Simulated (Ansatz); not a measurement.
# Molecular dynamics of Hf2Tl3Pb2S8, charge -1

Input file:

```yaml
crystal:
  lattice:
    - [7.73475, -4.11275, 0.0]
    - [7.73475, 4.11275, 0.0]
    - [-2.213982, 0.0, 6.334541]
  atoms:
    - { symbol: Hf, position: [0.87911, 0.12089, 0.25] }
    - { symbol: Hf, position: [0.12089, 0.87911, 0.75] }
    - { symbol: Tl, position: [0.87475, 0.62371, 0.23053] }
    - { symbol: Tl, position: [0.12525, 0.37629, 0.76947] }
    - { symbol: Tl, position: [0.62371, 0.87475, 0.73053] }
    - { symbol: Pb, position: [0.37679, 0.62321, 0.25] }
    - { symbol: Pb, position: [0.62321, 0.37679, 0.75] }
    - { symbol: S, position: [0.9939, 0.1977, 0.0028] }
    - { symbol: S, position: [0.8023, 0.0061, 0.4972] }
    - { symbol: S, position: [0.0061, 0.8023, 0.9972] }
    - { symbol: S, position: [0.1977, 0.9939, 0.5028] }
    - { symbol: S, position: [0.7704, 0.4434, 0.4638] }
    - { symbol: S, position: [0.5566, 0.2296, 0.0362] }
    - { symbol: S, position: [0.2296, 0.5566, 0.5362] }
    - { symbol: S, position: [0.4434, 0.7704, 0.9638] }
total_charge: -1
basis:
  ecutwfc: 420.0
kpoints:
  mp_grid: { grid: [2, 2, 2] }
hamiltonian:
  xc: pbe
scf:
  occupations: { method: fermi_dirac, width: 0.05 }
  lower_state_search: "off"
  convergence: { dr2_threshold: 0.01 }
md:
  timestep: 2
  n_steps: 190
  ensemble: nvt_langevin
  temperature: 700.0
  initial_velocities: maxwell_boltzmann
  seed: 222340
  friction: 0.01
```

Run as:

```bash
$ ansatz run input.yaml --threads 2 --pin off --max-ram 5120MiB --backend cpu --events-out ev --progress --plain --runs-dir out
```

It starts from an unrelaxed structure (largest force component 0.21 eV/Å).

Output, in part (step lines):

```
md step     0: t =     0.00 fs  T =   653.3 K  F+E_penalty+E_count = -96810.35034673 eV  E_kin = 1.266748 eV  (6 SCF iters)
md step     1: t =     2.00 fs  T =   600.3 K  F+E_penalty+E_count = -96810.34835326 eV  E_kin = 1.163959 eV  (2 SCF iters)
md step     2: t =     4.00 fs  T =   564.5 K  F+E_penalty+E_count = -96810.33635550 eV  E_kin = 1.094559 eV  (2 SCF iters)
md step     3: t =     6.00 fs  T =   628.8 K  F+E_penalty+E_count = -96810.31563574 eV  E_kin = 1.219176 eV  (2 SCF iters)
md step     4: t =     8.00 fs  T =   587.0 K  F+E_penalty+E_count = -96810.28557437 eV  E_kin = 1.138062 eV  (2 SCF iters)
md step     5: t =    10.00 fs  T =   606.4 K  F+E_penalty+E_count = -96810.24737661 eV  E_kin = 1.175672 eV  (2 SCF iters)
md step     6: t =    12.00 fs  T =   563.7 K  F+E_penalty+E_count = -96810.20221961 eV  E_kin = 1.092995 eV  (2 SCF iters)
md step     7: t =    14.00 fs  T =   545.3 K  F+E_penalty+E_count = -96810.15365577 eV  E_kin = 1.057247 eV  (2 SCF iters)
[... lines left out ...]
md step   188: t =   376.00 fs  T =  1030.0 K  F+E_penalty+E_count = -96808.85663448 eV  E_kin = 1.997164 eV  (2 SCF iters)
md step   189: t =   378.00 fs  T =  1017.2 K  F+E_penalty+E_count = -96808.86080826 eV  E_kin = 1.972223 eV  (2 SCF iters)
md step   190: t =   380.00 fs  T =  1095.1 K  F+E_penalty+E_count = -96808.85331498 eV  E_kin = 2.123299 eV  (2 SCF iters)
```

The steps, from the saved trajectory:

```json
{"time (fs)": "0.0", "T (K)": "653", "potential energy less start (eV)": "0.000"}
{"time (fs)": "12.0", "T (K)": "564", "potential energy less start (eV)": "0.148"}
{"time (fs)": "24.0", "T (K)": "498", "potential energy less start (eV)": "0.438"}
{"time (fs)": "36.0", "T (K)": "439", "potential energy less start (eV)": "0.648"}
{"time (fs)": "48.0", "T (K)": "420", "potential energy less start (eV)": "0.809"}
{"time (fs)": "60.0", "T (K)": "350", "potential energy less start (eV)": "0.811"}
{"time (fs)": "72.0", "T (K)": "570", "potential energy less start (eV)": "0.696"}
{"time (fs)": "84.0", "T (K)": "749", "potential energy less start (eV)": "0.625"}
{"time (fs)": "96.0", "T (K)": "679", "potential energy less start (eV)": "0.821"}
{"time (fs)": "108.0", "T (K)": "704", "potential energy less start (eV)": "1.040"}
{"time (fs)": "120.0", "T (K)": "932", "potential energy less start (eV)": "1.081"}
{"time (fs)": "132.0", "T (K)": "917", "potential energy less start (eV)": "1.203"}
{"time (fs)": "144.0", "T (K)": "888", "potential energy less start (eV)": "1.231"}
{"time (fs)": "156.0", "T (K)": "774", "potential energy less start (eV)": "1.178"}
{"time (fs)": "168.0", "T (K)": "591", "potential energy less start (eV)": "1.327"}
{"time (fs)": "180.0", "T (K)": "464", "potential energy less start (eV)": "1.567"}
{"time (fs)": "192.0", "T (K)": "568", "potential energy less start (eV)": "1.545"}
{"time (fs)": "204.0", "T (K)": "606", "potential energy less start (eV)": "1.511"}
{"time (fs)": "216.0", "T (K)": "526", "potential energy less start (eV)": "1.608"}
{"time (fs)": "228.0", "T (K)": "584", "potential energy less start (eV)": "1.586"}
{"time (fs)": "240.0", "T (K)": "750", "potential energy less start (eV)": "1.474"}
{"time (fs)": "252.0", "T (K)": "746", "potential energy less start (eV)": "1.339"}
{"time (fs)": "264.0", "T (K)": "736", "potential energy less start (eV)": "1.227"}
{"time (fs)": "276.0", "T (K)": "622", "potential energy less start (eV)": "1.321"}
{"time (fs)": "288.0", "T (K)": "598", "potential energy less start (eV)": "1.380"}
{"time (fs)": "300.0", "T (K)": "560", "potential energy less start (eV)": "1.360"}
{"time (fs)": "312.0", "T (K)": "720", "potential energy less start (eV)": "1.394"}
{"time (fs)": "324.0", "T (K)": "834", "potential energy less start (eV)": "1.305"}
{"time (fs)": "336.0", "T (K)": "790", "potential energy less start (eV)": "1.456"}
{"time (fs)": "348.0", "T (K)": "705", "potential energy less start (eV)": "1.875"}
{"time (fs)": "360.0", "T (K)": "716", "potential energy less start (eV)": "1.858"}
{"time (fs)": "372.0", "T (K)": "921", "potential energy less start (eV)": "1.520"}
```

All steps were run. A run of 0.38 ps of so small a system gives no equilibrium averages. The SCF threshold is loose, so the forces are noisy. Limits of this set-up: charged cell in a uniform background, uncorrected.

Mean squared displacements from the first frame to the last, about the centre of mass: Hf 0.02 Å², Tl 0.17 Å², Pb 0.06 Å², S 0.07 Å².

Last frame:

```xyz
15
Lattice="7.7348 -4.1128 0.0000 7.7348 4.1128 0.0000 -2.2140 0.0000 6.3345" Properties=species:S:1:pos:R:3
Hf 7.024 -3.106 1.513
Hf 5.882 3.056 4.928
Tl 10.828 -0.994 1.455
Tl 2.098 0.562 5.190
Tl 10.199 1.323 4.777
Pb 6.956 0.959 1.721
Pb 6.039 -1.124 4.498
S 9.100 -3.230 -0.188
S 5.126 -3.149 3.165
S 3.876 3.527 6.180
S 7.723 3.307 3.111
S 8.461 -1.370 2.847
S 6.006 -1.075 0.229
S 4.554 1.434 3.481
S 7.024 1.259 6.121
```

Time of the run: 13 min on 2 threads of Intel(R) Xeon(R) Platinum 8259CL CPU @ 2.50GHz (Skylake/Cascade Lake), on a shared host, peak memory 1.2 GiB.
